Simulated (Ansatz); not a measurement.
**Sr3Zn2H: one candidate of a structure search**

The task: take a trial cell of Sr3Zn2H to zero force and stress.

Computed with Ansatz 0.2.0 (DFT PBE, scalar-relativistic, plane waves, PAW, unless a step's input says otherwise).

### Step 1. Starting point

It takes space group P6/mmm (No. 191, hexagonal). Conventional cell: a = 5.035 Å, b = 5.035 Å, c = 5.570 Å, α = 90.00°, β = 90.00°, γ = 120.00°. Sr (site symmetry -6m2) has 2 Zn at 2.79 Å and 3 H at 2.91 Å and 3 Sr at 2.91 Å as nearest neighbours. Sr (site symmetry 6/mmm) has 2 H at 2.79 Å and 6 Zn at 2.91 Å as nearest neighbours. Zn (site symmetry -6m2) has 5 Sr at 2.79 to 2.91 Å and 3 Zn at 2.91 Å as nearest neighbours. Around H (site symmetry 6/mmm) lie 8 Sr at 2.79 to 2.91 Å.

Structure file:

```xyz
6
Lattice="5.0347 0.0000 0.0000 -2.5173 4.3601 0.0000 0.0000 0.0000 5.5703" Properties=species:S:1:pos:R:3 pbc="T T T"
Sr    0.0000    2.9068    2.7851
Sr    2.5173    1.4534    2.7851
Sr    0.0000    0.0000    0.0000
Zn    0.0000    2.9068    0.0000
Zn    2.5173    1.4534    0.0000
H     0.0000    0.0000    2.7851
```

Recipe of the guess: random cell by space group and Wyckoff sites (P6/mmm, No. 191). The dimensions are guesses.

### Step 2. Probe: one point on a coarse mesh

File input.yaml:

```yaml
crystal:
  lattice:
    - [5.03465835, 0.0, 0.0]
    - [-2.51732917, 4.36014203, 0.0]
    - [0.0, 0.0, 5.57029937]
  atoms:
    - { symbol: Sr, position: [0.33333333, 0.66666667, 0.5] }
    - { symbol: Sr, position: [0.66666667, 0.33333333, 0.5] }
    - { symbol: Sr, position: [0.0, 0.0, 0.0] }
    - { symbol: Zn, position: [0.33333333, 0.66666667, 0.0] }
    - { symbol: Zn, position: [0.66666667, 0.33333333, 0.0] }
    - { symbol: H, position: [0.0, 0.0, 0.5] }
basis:
  ecutwfc: 420
kpoints:
  mp_grid: { grid: [6, 6, 4] }
hamiltonian:
  xc: pbe
scf:
  occupations: { method: gaussian, width: 0.1 }
  lower_state_search: "off"
output:
  forces: true
  stress: true
  eigenvalues: true
```

Launch:

```
> ansatz run input.yaml --threads 1 --pin off --max-ram 2560MiB --backend cpu --events-out ev --progress --plain --runs-dir out
```

Further runs follow: a loose first relaxation; relaxation on the finer mesh.

Before running it: what results should come out? Wanted: conventional cell; volume; energy over the elements; gap on the mesh.

As calculated:

```
                                                              quantity                                                                       value
                                symmetry at the end (tolerance 0.05 Å)                                                space group P6/mmm (No. 191)
                                                     conventional cell  a = 5.741 Å, b = 5.741 Å, c = 6.167 Å, α = 90.00°, β = 90.00°, γ = 120.00°
                                                                volume                                                               29.34 Å³/atom
energy over the elements (uncorrected; H, N, O, F and Cl as molecules)                                                               +0.16 eV/atom
                                                       gap on the mesh                                                                none (metal)
```

**Reading.** The space group P6/mmm (No. 191) is kept, and the volume per atom grows by 43.9 % from the first guess. With a positive formation energy it can't be a ground state. No finished test with a distortion of lower symmetry is shown, so the end may be a saddle point.
